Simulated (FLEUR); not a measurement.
# BiTe: single point with AM05

Crystal: BiTe.

```
CELL_PARAMETERS angstrom
2.42271 1.39875 3.31729
-2.42271 1.39875 3.31729
0.00000 -2.79750 3.31729
ATOMIC_POSITIONS crystal
Bi 0.50000 0.50000 0.50000
Te 0.00000 0.00000 0.00000
```

The cell comes from a database or a generator and needn't be the stable form of this composition.

- Program: FLEUR MaX-R8.1 (later development tree)
- Task: single point
- Functional: AM05
- Potentials or basis: all-electron
- Basis: FLAPW
- Kmax: 4.1 1/bohr
- k mesh: 7 × 7 × 7
- Occupations: fermi-dirac, width 0.05 eV
- Spin: no spin polarisation
- Gmax: 12.7 1/bohr
- Muffin-tin radii: Bi 2.66, Te 2.66 bohr
- lmax: Bi 10, Te 10
- lnonsphr: Bi 10, Te 10
- Local orbitals a species: Bi 5, Te 6
- Max iterations: 60
- Mixing factor: 0.05
- Mixer: Anderson
- Mixer history: 15
- Density convergence: 1e-05 me/bohr^3

| Item | Value |
| --- | --- |
| Band gap on the k mesh | none (metal or under the smearing width) |
| Valence electrons inside the program's atomic spheres | Bi 18.73; Te 20.05 (radii Bi 2.66, Te 2.66 bohr) |

Levels at points of the mesh, in eV from the Fermi level:
```
           k point  band 19  band 20  band 21  band 22  band 23  band 24
(0.00, 0.00, 0.00)    -2.91    -2.91    -1.61     1.88     2.50     2.50
```

Core levels (eV from the Fermi level):
```csv
atom,levels
1 Bi,"1s1/2 -90454.6, 2s1/2 -16236.5, 2p1/2 -15600.2, 2p3/2 -13282.8, 3s1/2 -3915.9, 3p1/2 -3628.6, 3p3/2 -3109.7, 4s1/2 -895.4, 3d3/2 -2638.9, 3d5/2 -2528.9, 4p1/2 -770.6, 4p3/2 -642.5, 5s1/2 -153.7, 4d3/2 -439.6, 4d5/2 -415.7, 4f5/2 -152.0, 4f7/2 -146.5"
2 Te,"1s1/2 -31569.8, 2s1/2 -4837.1, 2p1/2 -4533.1, 2p3/2 -4259.0, 3s1/2 -958.7, 3p1/2 -833.7, 3p3/2 -782.6, 4s1/2 -159.5, 3d3/2 -561.6, 3d5/2 -550.9"
```

Wall time 110 s on 1 thread of Arm Neoverse V2, on a shared host, peak memory 0.09 GiB.

Caveat: spin-orbit coupling is left out, which moves the levels of the heavy elements.
